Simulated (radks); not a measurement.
**Hg in [Hg]: an all-electron calculation**

An exercise on one series of results from a longer session: the logs are not shown, and one member is left open.

The numbers are computed with radks (a radial shooting solver on a logarithmic mesh, Libxc functionals) version 1 (scalar-relativistic Kohn-Sham, BP86, spin-polarised, spherical densities, finite nucleus), except any that are marked as measured or tabulated.

### The system

```
element            : mercury (Z = 80)
charge             : 0
electrons          : 80
configuration      : [Hg]
nuclear rms radius : 5.4648 fm
```

The outer shells:

Hg
```
[Xe] core
4f [↑↓][↑↓][↑↓][↑↓][↑↓][↑↓][↑↓]
5d [↑↓][↑↓][↑↓][↑↓][↑↓]
6s [↑↓]
```

Set-up of the first run:

The run's settings:

```text
Z 80
configuration [Hg]
relativity scalar-relativistic
functional b88,p86
spin polarised
nucleus finite rms 5.4648 fm
c 137.035999084
```

Started as:

```
$ python run_ks.py task.json out
```

The same process makes all the runs of this session.

One table of the session follows, with a row left open; its other results are not shown here.

It belongs to the step «Radial structure». Radial moments (bohr):

```
level      <r>  outermost maximum (interpolated)  90 % within  nodes
   1s  0.01659                            0.0102       0.0304      0
   2s  0.06993                            0.0592        0.109      1
   2p  0.06328                            0.0491        0.103      0
   3s        ?                                 ?            ?      ?
   3p   0.1821                             0.166        0.272      1
   3d   0.1650                             0.135        0.256      0
   4s   0.3993                             0.376        0.572      3
   4p   0.4254                             0.396        0.617      2
   4d   0.4489                             0.403        0.669      1
   5s   0.9013                             0.827         1.29      4
   4f   0.4825                             0.366        0.772      0
   5p    1.039                             0.928         1.51      3
   5d    1.501                              1.16         2.35      2
   6s    2.684                              2.21         4.03      5
```

Estimate the missing values for 3s.

As computed: <r>: 0.1807; outermost maximum (interpolated): 0.167; 90 % within: 0.265; nodes: 2. In the column «<r>» it lies between 3d (0.1650) and 3p (0.1821).
